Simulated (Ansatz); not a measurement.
# Mg2ScAuC6N6: a trial structure relaxed

Aim: relax a trial structure of Mg2ScAuC6N6 and see where it ends.

Computed with Ansatz 0.2.0 (DFT PBE, scalar-relativistic, plane waves, PAW, unless a step's input says otherwise).

### 1 The structure to begin with

Symmetry: Fm-3m, No. 225, cubic system. Conventional cell: a = 10.399 Å, b = 10.399 Å, c = 10.399 Å, α = 90.00°, β = 90.00°, γ = 90.00°. Mg (site symmetry -43m) is surrounded by 12 C at 3.72 Å and 12 N at 3.72 Å. Sc (site symmetry m-3m) is surrounded by 6 C at 2.02 Å. C (site symmetry 4mm) has 1 N at 1.17 Å and 1 Sc at 2.02 Å in its first shell of neighbours. Around Au (site symmetry m-3m) lie 6 N at 2.01 Å. N (site symmetry 4mm) is surrounded by 1 C at 1.17 Å and 1 Au at 2.01 Å.

Structure file:

```cif
data_structure
_symmetry_space_group_name_H-M 'P 1'
_symmetry_Int_Tables_number 1
_cell_length_a 7.3532
_cell_length_b 7.3532
_cell_length_c 7.3532
_cell_angle_alpha 60.000
_cell_angle_beta 60.000
_cell_angle_gamma 60.000
_cell_volume 281.13
loop_
_atom_site_label
_atom_site_type_symbol
_atom_site_fract_x
_atom_site_fract_y
_atom_site_fract_z
_atom_site_occupancy
Mg1 Mg 0.25000 0.25000 0.25000 1
Mg2 Mg 0.75000 0.75000 0.75000 1
Sc1 Sc 0.00000 0.00000 0.00000 1
C1 C 0.80556 0.19444 0.19444 1
C2 C 0.19444 0.80556 0.19444 1
C3 C 0.19444 0.19444 0.80556 1
C4 C 0.19444 0.80556 0.80556 1
C5 C 0.80556 0.19444 0.80556 1
C6 C 0.80556 0.80556 0.19444 1
Au1 Au 0.50000 0.50000 0.50000 1
N1 N 0.69305 0.30695 0.30695 1
N2 N 0.30695 0.69305 0.30695 1
N3 N 0.30695 0.30695 0.69305 1
N4 N 0.30695 0.69305 0.69305 1
N5 N 0.69305 0.30695 0.69305 1
N6 N 0.69305 0.69305 0.30695 1
```

Recipe of the guess: cyanide-bridged rock-salt net of two metals, 2 guest cations a cell (Fm-3m, No. 225). The dimensions are guesses.

### 2 A first look at the guess

The input, input.yaml:

```yaml
crystal:
  lattice:
    - [0.0, 5.1995, 5.1995]
    - [5.1995, 0.0, 5.1995]
    - [5.1995, 5.1995, 0.0]
  atoms:
    - { symbol: Mg, position: [0.25, 0.25, 0.25] }
    - { symbol: Mg, position: [0.75, 0.75, 0.75] }
    - { symbol: Sc, position: [0.0, 0.0, 0.0] }
    - { symbol: C, position: [0.80555823, 0.19444177, 0.19444177] }
    - { symbol: C, position: [0.19444177, 0.80555823, 0.19444177] }
    - { symbol: C, position: [0.19444177, 0.19444177, 0.80555823] }
    - { symbol: C, position: [0.19444177, 0.80555823, 0.80555823] }
    - { symbol: C, position: [0.80555823, 0.19444177, 0.80555823] }
    - { symbol: C, position: [0.80555823, 0.80555823, 0.19444177] }
    - { symbol: Au, position: [0.5, 0.5, 0.5] }
    - { symbol: "N", position: [0.69304741, 0.30695259, 0.30695259] }
    - { symbol: "N", position: [0.30695259, 0.69304741, 0.30695259] }
    - { symbol: "N", position: [0.30695259, 0.30695259, 0.69304741] }
    - { symbol: "N", position: [0.30695259, 0.69304741, 0.69304741] }
    - { symbol: "N", position: [0.69304741, 0.30695259, 0.69304741] }
    - { symbol: "N", position: [0.69304741, 0.69304741, 0.30695259] }
basis:
  ecutwfc: 420
kpoints:
  mp_grid: { grid: [4, 4, 4] }
hamiltonian:
  xc: pbe
scf:
  occupations: { method: gaussian, width: 0.1 }
  lower_state_search: "off"
output:
  forces: true
  stress: true
  eigenvalues: true
```

Started as:

```sh
$ ansatz run input.yaml --threads 1 --pin off --max-ram 2560MiB --backend cpu --events-out ev --progress --plain --runs-dir out
```

The session goes on with these runs: spin check on a coarse mesh; rough relaxation on the coarse mesh; full relaxation.

**Question.** What will these runs give? Wanted: conventional cell; volume; energy over the elements; gap on the mesh; total moment.

**Answer**, as computed:

```
                                                              quantity                                                                         value
                                symmetry at the end (tolerance 0.05 Å)                                                   space group Fm-3m (No. 225)
                                                     conventional cell  a = 11.696 Å, b = 11.696 Å, c = 11.696 Å, α = 90.00°, β = 90.00°, γ = 90.00°
                                                                volume                                                                 25.00 Å³/atom
energy over the elements (uncorrected; H, N, O, F and Cl as molecules)                                                                 +0.63 eV/atom
                                                       gap on the mesh                                                                  none (metal)
                                                          total moment                                                                  2.00 μB/cell
```

The space group Fm-3m (No. 225) is kept, and the volume per atom grows by 42.3 % from the first guess. The formation energy is positive, so the separate elements lie lower. No finished test with a distortion of lower symmetry is shown, so the end may be a saddle point. The runs treat Au without spin-orbit coupling. Other magnetic orders were not searched.
